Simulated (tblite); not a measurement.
# H30Si20: the cost of one run

Computed with tblite 0.8.0 and PySCF 2.14.0 and routines of our own; the level stands in each step. Atoms count from 0.

## Step 1: The system as given

50 atoms, charge 0, multiplicity 1; geometry from: force field, distance geometry or constructed start.

## Step 2: Geometry optimisation with GFN2-xTB

The job: settings as JSON, then the geometry in Å.

```
{"job": {"kind": "relax", "xc": "GFN2-xTB", "basis": "xTB"}, "charge": 0, "multiplicity": 1}
Si    -2.031700    -2.038400     4.750500
Si    -3.397600    -0.676300     3.387500
Si    -0.673700    -3.396700     3.395400
Si    -3.395100    -3.390000     0.672700
Si    -0.679900    -0.680100     0.682300
Si    -2.039900    -2.037100    -0.681500
Si    -2.036500    -4.750400     2.033300
Si    -4.748700    -2.033900     2.038100
Si    -0.676200     2.034500    -2.037000
Si    -2.039400     0.678100     2.038200
Si     2.034500    -0.680100    -2.038700
Si     0.676400    -2.038600     2.036600
Si     2.033200     4.752800    -2.031600
Si     4.754300     2.036000    -2.039300
Si     2.034400     2.041700    -4.751900
Si     3.392500     0.679500    -3.388100
Si     0.679300     3.396300    -3.393500
Si     2.035500     2.033200     0.677900
Si     3.393800     3.396200    -0.676400
Si     0.681700     0.679800    -0.676200
H     -2.870300    -2.864200     5.585000
H     -1.206100    -1.203700     5.583300
H     -4.222400     0.157100     4.232400
H      0.148300    -4.230100     4.224300
H     -4.225300    -4.223200    -0.151600
H     -2.874100    -1.206100    -1.507800
H     -1.204500    -2.865700    -1.511000
H     -2.868600    -5.582900     2.869200
H     -1.204600    -5.583100     1.203200
H     -5.582400    -2.867600     2.871400
H     -5.579900    -1.204600     1.204100
H     -1.512200     1.206500    -2.867800
H     -1.511300     2.868100    -1.207100
H     -1.203100     1.509000     2.871700
H     -2.866800     1.512100     1.201900
H      1.205700    -1.508100    -2.870900
H      2.867200    -1.510200    -1.209300
H      1.511200    -1.202700     2.865400
H      1.511400    -2.871900     1.205100
H      2.863200     5.586900    -2.866800
H      1.205100     5.581200    -1.201400
H      5.589400     2.862400    -2.864300
H      5.588400     1.206200    -1.208800
H      2.870600     2.867500    -5.585300
H      1.201500     1.206900    -5.581100
H      4.223900    -0.150900    -4.229200
H     -0.150100     4.225900    -4.226400
H      2.867700     1.207800     1.512600
H      1.206800     2.868400     1.510500
H      4.227700     4.226500     0.154500
```

Started as:

```sh
$ OMP_NUM_THREADS=4 python large_run.py task.json out
```

One launch serves the whole session: the jobs run in the order shown.

**Question.** How long does this first job take on 4 threads of Arm Neoverse V2, shared host, and how much memory does it need?

About 3.1 s, with a peak of 0.16 GiB.
